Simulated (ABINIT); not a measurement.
Runs of ABINIT 10.8.3 (patched build) on TaF3. The structure is cubic, space group Pm-3m (No. 221). The conventional cell has a = 3.901 Å, b = 3.901 Å, c = 3.901 Å, α = 90.00°, β = 90.00°, γ = 90.00°. Ta (site symmetry m-3m) is surrounded by 6 F at 1.95 Å. Around F (site symmetry 4/mmm) lie 2 Ta at 1.95 Å. 

```tsv
level	gap on the mesh (eV)	pressure (GPa)
BLYP	none	28.0
WC	none	20.3
AM05	none	20.4
revPBE	none	27.6
r2SCAN	none	(a)
```

Alike in all rows: task band structure; potentials or basis JTH PAW PBE v2.0; no spin polarisation; cell as given; k mesh 7 × 7 × 7; cutoff (eV) 762; smearing fermi-dirac 0.05 eV.

Fill in the values left out.

(a) 21.2.

Caveats: the PAW data sets were made with another functional, which shifts forces and pressure a little; spin-orbit coupling is left out, which moves the levels of the heavy elements; the atomic spheres overlap; a pressure of tens of GPa on the cell as given is suspect, and the run, the potentials or the cell itself is likely at fault (some runs).

A k mesh can miss the band edges, and the runs leave out spin-orbit coupling on Ta.

A gap of «none» marks a metal or a gap under the smearing width.
